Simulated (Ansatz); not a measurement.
**C16H10: basis-set convergence**

One table from this session's results is given with a row withheld; the runs are named, their logs left out.

Computed with Ansatz 0.2.0, Gaussian basis. Level: one geometry, several basis sets.

Levels to be run: PBE0-D4/def2-SVP; ωB97M-V/def2-SVP; PBE0-D4/def2-QZVPP; ωB97M-V/def2-QZVPP; the functionals' def2-TZVPP values are taken from earlier runs.

### The geometry

All runs share one geometry, relaxed beforehand with PBE0-D4 in a triple-zeta def2 set.

SMILES `c1ccc2c(c1)-c1cccc3cccc-2c13`, 26 atoms, charge 0, spin multiplicity 1.

Atoms are counted from 1 here; the program's logs count them from 0.

Bond lengths: C1–C2 1.389 Å, C1–C6 1.391 Å, C1–H17 1.084 Å, C2–C3 1.391 Å, C2–H18 1.084 Å, C3–C4 1.382 Å, C3–H19 1.084 Å, C4–C5 1.417 Å, C4–C15 1.466 Å, C5–C6 1.382 Å, C5–C7 1.466 Å, C6–H20 1.084 Å, C7–C8 1.371 Å, C7–C16 1.409 Å, C8–C9 1.414 Å, C8–H21 1.085 Å, C9–C10 1.375 Å, C9–H22 1.084 Å and more. Angles: C2–C1–C6 120.8°, C2–C1–H17 119.6°, C6–C1–H17 119.6°, C1–C2–C3 120.8°, C1–C2–H18 119.6°, C3–C2–H18 119.6°, C2–C3–C4 118.9°, C2–C3–H19 120.2°, C4–C3–H19 120.9°, C3–C4–C5 120.3°, C3–C4–C15 131.6°, C5–C4–C15 108.1°, C4–C5–C6 120.3°, C4–C5–C7 108.1°, C6–C5–C7 131.6°, C1–C6–C5 118.9°, C1–C6–H20 120.2°, C5–C6–H20 120.9° and more.

The first run:

in.yaml reads:

```yaml
crystal:
  periodic: [false, false, false]
  atoms:
    - {symbol: C, position_ang: [-3.170159, -1.853895, -0.616824]}
    - {symbol: C, position_ang: [-2.909532, -2.216715, 0.698665]}
    - {symbol: C, position_ang: [-1.783131, -1.737883, 1.359030]}
    - {symbol: C, position_ang: [-0.922596, -0.891814, 0.684857]}
    - {symbol: C, position_ang: [-1.188370, -0.521830, -0.656490]}
    - {symbol: C, position_ang: [-2.310765, -1.003352, -1.303964]}
    - {symbol: C, position_ang: [-0.115829, 0.372370, -1.103084]}
    - {symbol: C, position_ang: [0.179165, 1.040768, -2.263019]}
    - {symbol: C, position_ang: [1.348061, 1.835799, -2.308798]}
    - {symbol: C, position_ang: [2.198777, 1.963720, -1.235743]}
    - {symbol: C, position_ang: [1.919431, 1.285221, -0.025821]}
    - {symbol: C, position_ang: [2.675491, 1.300135, 1.170194]}
    - {symbol: C, position_ang: [2.253361, 0.575609, 2.260330]}
    - {symbol: C, position_ang: [1.072561, -0.202849, 2.246131]}
    - {symbol: C, position_ang: [0.320722, -0.235329, 1.100305]}
    - {symbol: C, position_ang: [0.762101, 0.510269, -0.010251]}
    - {symbol: H, position_ang: [-4.053744, -2.238304, -1.113279]}
    - {symbol: H, position_ang: [-3.592206, -2.880810, 1.216253]}
    - {symbol: H, position_ang: [-1.588134, -2.026793, 2.385957]}
    - {symbol: H, position_ang: [-2.522618, -0.725840, -2.330697]}
    - {symbol: H, position_ang: [-0.456526, 0.975467, -3.139257]}
    - {symbol: H, position_ang: [1.578734, 2.363334, -3.227487]}
    - {symbol: H, position_ang: [3.084395, 2.584845, -1.316283]}
    - {symbol: H, position_ang: [3.588278, 1.883437, 1.226592]}
    - {symbol: H, position_ang: [2.845957, 0.599320, 3.167945]}
    - {symbol: H, position_ang: [0.786556, -0.754880, 3.134738]}
basis:
  gaussian: {orbitals: def2-SVP}
hamiltonian: {xc: pbe0, dispersion: d4}
output: {orbitals: {seedname: orbitals}}
```

Started as:

```sh
$ ansatz run in.yaml --threads 11 --pin off --events-out ev --progress --plain --max-ram 174080MiB --backend cuda --devices 0, --max-vram 75GiB
```

Steps of the session up to this table: PBE0-D4 in def2-SVP; ωB97M-V in def2-SVP; PBE0-D4 in def2-QZVPP; ωB97M-V in def2-QZVPP.

One of the session's tables, all rows but one given; the rest of the session is left out.

It belongs to the step «Functionals by basis». 

| functional | basis | HOMO (eV) | LUMO (eV) |
| --- | --- | --- | --- |
| PBE0-D4 | def2-SVP | -6.29 | -1.93 |
| PBE0-D4 | def2-TZVPP | -6.29 | -1.97 |
| PBE0-D4 | def2-QZVPP | ? | ? |
| ωB97M-V | def2-SVP | -8.13 | -0.09 |
| ωB97M-V | def2-TZVPP | -8.14 | -0.17 |
| ωB97M-V | def2-QZVPP | -8.15 | -0.20 |

**Question.** Estimate the row for PBE0-D4, def2-QZVPP.

The run gave: HOMO (eV): -6.31; LUMO (eV): -1.99. In the column «HOMO (eV)» it lies between ωB97M-V, def2-SVP (-8.13) and PBE0-D4, def2-SVP (-6.29).
